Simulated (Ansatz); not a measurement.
# W: stress in a strained cell

Aim: deform W (equal xx and yy strain of +1 %) and compute stress, forces and field gradients with LAPW, PAW and all-electron datasets made for the crystal.

Program: Ansatz 0.2.0. Level of theory: DFT LDA, scalar-relativistic. These are calculated values, not measurements.

## (1) The system as given

It takes space group Fm-3m (No. 225, cubic). The conventional cell has a = 4.060 Å, b = 4.060 Å, c = 4.060 Å, α = 90.00°, β = 90.00°, γ = 90.00°. W (site symmetry m-3m) is surrounded by 12 W at 2.87 Å.

Structure file:

```xyz
1
Lattice="0.0000 2.0300 2.0300 2.0300 0.0000 2.0300 2.0300 2.0300 0.0000" Properties=species:S:1:pos:R:3 pbc="T T T"
W     0.0000    0.0000    0.0000
```

## (2) After the deformation

Space group Fm-3m before, I4/mmm after.

## (3) LAPW, all electrons

input.yaml

```yaml
crystal:
  lattice:
    - [0.0, 2.0503, 2.03]
    - [2.0503, 0.0, 2.03]
    - [2.0503, 2.0503, 0.0]
  atoms:
    - { symbol: W, position: [0.0, 0.0, 0.0] }
kpoints:
  mp_grid: { grid: [14, 14, 14] }
  band_path:
    path:
      - [0.0, 0.0, 0.0]
      - [0.0, 0.5, 0.5]
      - [0.25, 0.75, 0.5]
      - [0.0, 0.5, 0.0]
      - [0.0, 0.0, 0.0]
      - [0.5, 0.5, 0.0]
      - [0.3775125, 0.6224875, 0.0]
      - [-0.3775125, 0.3775125, 0.0]
      - [0.0, 0.0, 0.0]
    npoints: 5
scf:
  occupations: { method: fermi_dirac, width: 0.05 }
hamiltonian:
  xc: lda
  pseudopotentials: { kind: all_electron, lapw: { basis_error: 0.00025 } }
output:
  forces: true
  stress: true
  eigenvalues: true
```

Launch:

```sh
ansatz run input.yaml --threads 1 --pin off --max-ram 3072MiB --backend cpu --events-out ev --progress --plain --runs-dir out
```

## (4) Frozen-core PAW

input.yaml

```yaml
crystal:
  lattice:
    - [0.0, 2.0503, 2.03]
    - [2.0503, 0.0, 2.03]
    - [2.0503, 2.0503, 0.0]
  atoms:
    - { symbol: W, position: [0.0, 0.0, 0.0] }
kpoints:
  mp_grid: { grid: [14, 14, 14] }
scf:
  occupations: { method: fermi_dirac, width: 0.05 }
hamiltonian:
  xc: lda
  pseudopotentials: { kind: paw }
output:
  forces: true
  stress: true
  eigenvalues: true
  efg: { contact_densities: true }
```

## (5) All-electron PAW on datasets made for the crystal

input.yaml, as its differences from that of step 4:

```diff
@@ -13,3 +13,3 @@
   xc: lda
-  pseudopotentials: { kind: paw }
+  pseudopotentials: { kind: all_electron, datasets: crystal }
 output:
```

(Steps that only read results are left out.)

What does the calculation give? Wanted: pressure; largest shear or deviatoric stress.

As calculated:

| quantity | value |
| --- | --- |
| pressure | LAPW -22.23, PAW -22.32, crystal datasets -22.23 GPa |
| largest shear or deviatoric stress (LAPW) | 1.98 GPa |

The largest part of the stress beyond the pressure is 1.98 GPa in size, in the zz component. No run of the undeformed cell stands beside it, so the pressure holds what the given cell had before the change. PAW: stress within 0.09 GPa of LAPW. Crystal datasets: stress within 0.01 GPa of LAPW. Spin-orbit coupling is left out, though the cell holds W; in elements this heavy it can shift bands and gaps by tenths of an eV.
